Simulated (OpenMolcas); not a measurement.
**One shape, several levels: [GePH4]− (SMILES [PH2][GeH2-])**

Wanted: a comparison of 5 runs (HF/def2-SVP, r2SCAN/def2-SVP, B3LYP/aug-cc-pVDZ, SVWN5/aug-cc-pVDZ, RI-MP2/ANO-S-VDZ) of [GePH4]−. 

Program for the calculation: OpenMolcas 26.06.

9 further runs of the same task are left out: 3 that didn't finish, 6 set aside as unsound or not needed.

## Step 1: Starting point

[GePH4]− has 6 atoms, charge -1, and is taken as a singlet. SMILES: `[PH2][GeH2-]`. The shape comes from GFN2-xTB, which is rough for such elements, and wasn't checked as a minimum. This is one conformer, not always the lowest.

Bond lengths: P1–Ge2 2.360 Å, P1–H3 1.383 Å, P1–H4 1.383 Å, Ge2–H5 1.648 Å, Ge2–H6 1.647 Å. Angles: P1–Ge2–H5 90.4°, P1–Ge2–H6 90.4°, Ge2–P1–H3 94.4°, Ge2–P1–H4 94.5°, H5–Ge2–H6 88.0°, H3–P1–H4 90.4°.

## Step 2: Energy and gradient at HF/def2-SVP (run 1)

File struct.xyz:

```xyz
6

P     -0.720450    -0.896490    -0.032470
Ge     0.869730     0.846830     0.028390
H     -0.086520    -1.653140     0.936400
H     -0.067380    -1.604580    -1.025200
H      0.009790     1.687950    -1.097840
H     -0.005170     1.619430     1.190720
```

File job.input:

```
* GeH4P Hartree-Fock
&GATEWAY
BASLIB
$CurrDir
COORD
struct.xyz
BASIS
def2-SVP
GROUP
NoSym
&SEWARD
&SCF
CHARGE
-1
THRESHOLDS
1e-10 1e-07 1e-07 1e-05
PRORBITALS
1
&ALASKA
```

The basis set def2-SVP is read from a file made from the Basis Set Exchange's data (not shown).

Launch:

```
export MOLCAS_MEM=1860
pymolcas job.input > job.log
```

The log of the run:

```text
--- Start Module: gateway ---
[...]
--- Stop Module: gateway /rc=_RC_ALL_IS_WELL_ ---
[...]
      Basis functions           70
[...]
--- Start Module: scf ---
[...]
       Convergence after  18 Iterations
[...]
::    Total SCF energy                              -2418.0458067246
[...]
      Total spin, S                                     0.0000000000
[...]
      Total electronic charge=   52.000000
      Total            charge=   -1.000000
[...]
      Dipole Moment (debye):
      Origin of the operator (angstrom)=    0.3840    0.3202    0.0101
                   X=  6.9278E-01               Y= -1.1471E+00               Z= -2.5566E-02           Total=  1.3403E+00
      Center of Charge (angstrom)
[...]
--- Stop Module: scf /rc=_RC_ALL_IS_WELL_ ---
[...]
--- Start Module: alaska ---
[...]
 *              Molecular gradients               *
 **************************************************
  Irreducible representation: a
 ------------------------------------------------------------------------------------------
                              X                       Y                       Z
 ------------------------------------------------------------------------------------------
  P1                1.90533994391586E-02   -1.04279048053790E-03    2.13378891655513E-04
  GE2               7.59096988158703E-03   -2.93990663640944E-02   -7.00020754542785E-04
  H3               -4.13543521322635E-03    1.19113053249871E-02   -1.64298076156650E-02
  H4               -4.43981339787003E-03    1.10532509582524E-02    1.68922027677403E-02
  H5               -9.05890390258657E-03    3.81960333433229E-03   -1.86668206318163E-03
  H6               -9.01021680701719E-03    3.65769722695308E-03    1.89092877398300E-03
 ------------------------------------------------------------------------------------------
--- Stop Module: alaska /rc=_RC_ALL_IS_WELL_ ---
[...]
```

Run time: 5.1 s. Hardware: 1 thread of Arm Neoverse V2, shared host; peak memory 0.41 GiB.

## Step 3: Energy and gradient at r2SCAN/def2-SVP (run 2)

File coord.xyz:

```xyz
6

P     -0.720450    -0.896490    -0.032470
Ge     0.869730     0.846830     0.028390
H     -0.086520    -1.653140     0.936400
H     -0.067380    -1.604580    -1.025200
H      0.009790     1.687950    -1.097840
H     -0.005170     1.619430     1.190720
```

File job.inp:

```
&GATEWAY
BasLib = $CurrDir
Coord = coord.xyz
Basis = def2-SVP
Group = NoSym
&SEWARD
GridInput
Grid=UltraFine
End of Grid
&SCF
Charge = -1
KSDFT = 2
1.0 MGGA_X_R2SCAN
1.0 MGGA_C_R2SCAN
Thresholds = 1e-10 1e-07 1e-07 1e-05
PrOrbitals = 1 1
&ALASKA
```

The basis set def2-SVP is read from a file made from the Basis Set Exchange's data (not shown).

Launch:

```
export MOLCAS_MEM=1860
pymolcas job.inp > job.log
```

The log of the run:

```text
--- Start Module: gateway ---
[...]
--- Stop Module: gateway /rc=_RC_ALL_IS_WELL_ ---
[...]
      Basis functions           70
[...]
--- Start Module: scf ---
[...]
       Convergence after  18 Iterations
[...]
::    Total KS-DFT energy                           -2420.3686798397
[...]
      Total spin, S                                     0.0000000000
[...]
      Total electronic charge=   52.000000
      Total            charge=   -1.000000
[...]
      Dipole Moment (debye):
      Origin of the operator (angstrom)=    0.3840    0.3202    0.0101
                   X=  7.3172E-01               Y= -1.0794E+00               Z= -2.2611E-02           Total=  1.3043E+00
      Center of Charge (angstrom)
[...]
--- Stop Module: scf /rc=_RC_ALL_IS_WELL_ ---
[...]
--- Start Module: alaska ---
[...]
 *              Molecular gradients               *
 **************************************************
  Irreducible representation: a
 ------------------------------------------------------------------------------------------
                              X                       Y                       Z
 ------------------------------------------------------------------------------------------
  P1                2.94377313635685E-02   -1.31180353710185E-02    8.62169218616149E-05
  GE2               4.05431975980974E-04   -2.23803315724016E-02   -6.77224039628554E-04
  H3               -9.49772360123324E-03    1.45891665573901E-02   -1.75974895199049E-02
  H4               -9.76394092201271E-03    1.36178356827856E-02    1.80075260070667E-02
  H5               -5.26000798002491E-03    3.73543469304805E-03   -3.13511997263483E-03
  H6               -5.32149083637590E-03    3.55593001024612E-03    3.31609060322613E-03
 ------------------------------------------------------------------------------------------
--- Stop Module: alaska /rc=_RC_ALL_IS_WELL_ ---
[...]
```

Run time: 23 s. Hardware: 1 thread of Arm Neoverse V2, shared host; peak memory 0.41 GiB.

Runs 3 to 4 aren't shown in full; the table further down has their settings and results.

## Step 4: Energy and forces at RI-MP2/ANO-S-VDZ (RICD fitting) (run 5)

File job.input:

```
* GeH4P RI-MP2
&gateway
basisset
P.ANO-S-VDZ....
P1 -0.720450 -0.896490 -0.032470 angstrom
End of Basis
basisset
Ge.ANO-S-VDZ....
Ge2 0.869730 0.846830 0.028390 angstrom
End of Basis
basisset
H.ANO-S-VDZ....
H3 -0.086520 -1.653140 0.936400 angstrom
H4 -0.067380 -1.604580 -1.025200 angstrom
H5 0.009790 1.687950 -1.097840 angstrom
H6 -0.005170 1.619430 1.190720 angstrom
End of Basis
ricd
&seward
&scf
charge
-1
thresholds
1e-11 1e-08 1e-08 1e-06
iterations
100
prorbitals
1 1
&mbpt2
frozen
14
grdt
&alaska
```

Launch:

```
export MOLCAS_MEM=1860
pymolcas job.input > job.log
```

The log of the run:

```text
--- Start Module: gateway ---
[...]
--- Stop Module: gateway /rc=_RC_ALL_IS_WELL_ ---
[...]
      Basis functions           43
[...]
       Convergence after  18 Iterations
[...]
::    Total SCF energy                              -2418.3811094967
[...]
      Total spin, S                                     0.0000000000
[...]
      Total electronic charge=   52.000000
      Total            charge=   -1.000000
[...]
--- Start Module: mbpt2 ---
[...]
WARNING!
Default frozen orbitals as non valence orbitals is overwritten by user input.
Default values:  19
[...]
       Reference weight ( Cref**2 )         =        0.93918
::    Total MBPT2 energy                            -2418.4852094009
[...]
      Dipole Moment (debye):
      Origin of the operator (angstrom)=    0.3840    0.3202    0.0101
                   X=  1.3005E+00               Y= -9.7650E-01               Z= -1.4403E-02           Total=  1.6264E+00
      Center of Charge (angstrom)
[...]
--- Stop Module: mbpt2 /rc=_RC_ALL_IS_WELL_ ---
--- Start Module: alaska ---
[...]
 *              Molecular gradients               *
 **************************************************
  Irreducible representation: a
 ------------------------------------------------------------------------------------------
                              X                       Y                       Z
 ------------------------------------------------------------------------------------------
  P1                4.91396622266578E-02   -7.73148430735127E-03    3.71737886926904E-04
  GE2              -1.28519117011727E-02   -3.57950655160124E-02   -9.95386062455639E-04
  H3               -1.27622231968856E-02    2.36828166073244E-02   -3.29439736205366E-02
  H4               -1.33952284553307E-02    2.19870288045669E-02    3.37876177878136E-02
  H5               -5.12770849658750E-03   -1.15331026523480E-03    3.56165613966608E-03
  H6               -5.00259037666861E-03   -9.89985323248455E-04   -3.78165213141024E-03
 ------------------------------------------------------------------------------------------
--- Stop Module: alaska /rc=_RC_ALL_IS_WELL_ ---
[...]
```

It took 4.2 s on 1 thread of Arm Neoverse V2, shared host.

## Step 5: Overview of the runs

```csv
run,level,integration grid,integral approximation,energy (Eh),HOMO energy (eV),LUMO energy (eV),HOMO–LUMO gap (eV),wall time
1,HF/def2-SVP,–,none,-2418.045807,-2.16,8.98,11.14,5.1 s
2,r2SCAN/def2-SVP,UltraFine,none,-2420.368680,0.66,5.54,4.87,23 s
3,B3LYP/aug-cc-pVDZ,UltraFine,none,-2420.820463,-0.36,2.98,3.34,40 s
4,SVWN5/aug-cc-pVDZ,UltraFine,none,-2416.305013,0.25,2.74,2.50,30 s
5,RI-MP2/ANO-S-VDZ (RICD fitting),–,RICD,-2418.485209,-2.50,6.41,8.91,4.2 s
```

## Step 6: What came out

| quantity | value |
| --- | --- |
| run 5: total energy | -2418.48521 Eh |
| run 5: HOMO energy (Hartree–Fock orbitals) | -2.50 eV |
| run 5: LUMO energy (Hartree–Fock orbitals) | 6.41 eV |
| run 5: HOMO–LUMO gap (to an unbound level, set by the basis) | 8.91 eV |
| run 5: correlation energy (14 core orbitals frozen) | -104.1 mEh |
| run 5: largest force on an atom | 2.558 eV/Å |

In words: Over runs 1, 2, 3, 4 the HOMO–LUMO gap runs from 2.50 eV (SVWN5/aug-cc-pVDZ) to 11.14 eV (HF/def2-SVP). The two ends differ in method and basis. The empty levels of an anion lie above zero and hang on the basis. Totals of different functionals can't be ranked against each other. In runs 2, 4 the HOMO lies above zero, so the outermost electron may be held by the basis alone. All runs together took 1.7 min, the longest 40 s.
